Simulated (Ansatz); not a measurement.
**MoI3 (ReO3 type): other levels of theory at one geometry**

Aim: keep the cell of MoI3 (ReO3 type) fixed and change the level of theory, to see how the gap, the moments and the pressure move. The cell was built by placing the elements on the sites of a structure type; the runs don't test whether it is the stable form.

Program: Ansatz 0.2.0. Level of theory: DFT at several levels, plane waves, PAW. These are calculated values, not measurements.

1 further run of the same task is left out (it didn't finish). Runs told in other sessions of the task aren't counted.

## Step 1: The structure to begin with

The structure is cubic, space group Pm-3m (No. 221). The conventional cell has a = 5.815 Å, b = 5.815 Å, c = 5.815 Å, α = 90.00°, β = 90.00°, γ = 90.00°. Mo (site symmetry m-3m) is surrounded by 6 I at 2.91 Å. Around I (site symmetry 4/mmm) lie 2 Mo at 2.91 Å.

As a file:

```xyz
4
Lattice="5.8151 0.0000 0.0000 0.0000 5.8151 0.0000 0.0000 0.0000 5.8151" Properties=species:S:1:pos:R:3 pbc="T T T"
Mo    0.0000    0.0000    0.0000
I     2.9075    0.0000    0.0000
I     0.0000    0.0000    2.9075
I     0.0000    2.9075    0.0000
```

This cell comes from an earlier session at PBE+U (U_eff = 4.4 eV on Mo 4d): 49.160 Å³/atom at -0.01 GPa, on a 6×6×6 mesh, no gap, spin moments in the atoms' spheres Mo 3.13; I -0.16 μB.

Levels to run: PBE+U with U = 2 eV on Mo 4d; PBE+U with U = 1 eV on Mo 4d; PBE+U with U = 5 eV on Mo 4d. Hardware: 2 threads of Arm Neoverse V2, shared host.

## Step 2: PBE+U with U = 2 eV on Mo 4d

Input file input.yaml:

```yaml
crystal:
  lattice:
    - [5.8150879674, 0.0, 0.0]
    - [0.0, 5.8150879674, 0.0]
    - [0.0, 0.0, 5.8150879674]
  atoms:
    - { symbol: Mo, position: [0.0, 0.0, 0.0], spin: 3.45 }
    - { symbol: I, position: [0.5, 0.0, 0.0] }
    - { symbol: I, position: [0.0, 0.0, 0.5] }
    - { symbol: I, position: [0.0, 0.5, 0.0] }
basis:
  ecutwfc: 420
  ecutrho_ratio: 4
kpoints:
  mp_grid: { grid: [6, 6, 6] }
hamiltonian:
  xc: pbe
  hubbard: { sites: [{ species: Mo, l: d, u_eff: 2.0 }] }
scf:
  occupations: { method: gaussian, width: 0.05 }
  lower_state_search: "off"
output:
  forces: true
  stress: true
  eigenvalues: true
  populations: true
  hubbard: { sites: [{ species: Mo, l: d }] }
  dos: { projected: true, de: 0.02 }
magnetization:
  spin_polarized: true
checkpoint:
  read: start.run
  write: ck
  compress: false
  write_wavefunctions: false
  write_every: 100000
```

start.run holds the state of a PBE+U run on this cell.

Run with:

```bash
$ ansatz run input.yaml --threads 2 --pin off --max-ram 2662MiB --backend cpu --events-out ev --progress --plain --runs-dir out
```

Further steps of the session: PBE+U with U = 1 eV on Mo 4d; PBE+U with U = 5 eV on Mo 4d; Seeding on a coarse mesh: PBE+U+SOC with U = 4.4 eV on Mo 4d, moments along [001].

Before running it: what results should come out? Wanted: for each run, pressure; largest spin moment.

As calculated:

| level | mesh | gap on the mesh (eV) | pressure (GPa) | largest spin moment (μB) | time |
| --- | --- | --- | --- | --- | --- |
| PBE+U with U = 1 eV on Mo 4d | 6×6×6 | metal | -1.7 | 2.66 | 12 s* |
| PBE+U with U = 2 eV on Mo 4d | 6×6×6 | metal | -1.1 | 2.85 | 12 s* |
| PBE+U with U = 4.4 eV on Mo 4d | 6×6×6 | metal | 0.0 | 3.13 | 47 s* |
| PBE+U with U = 5 eV on Mo 4d | 6×6×6 | metal | 0.3 | 3.19 | 11 s* |

Times are on 2 threads of Arm Neoverse V2, shared host, seeding runs included; some runs start from a saved state, which makes them quicker. * Includes bands or densities of states.

The pressure runs from -1.7 GPa (PBE+U with U = 1 eV on Mo 4d) to 0.3 GPa (PBE+U with U = 5 eV on Mo 4d); a negative pressure means that level wants a smaller cell, a positive one a larger cell. Every level gives a metal. Runs that start from the base's state can stay on it, so another U may have a lower state that wasn't reached. Total energies of different levels have different zeros and can't be compared.
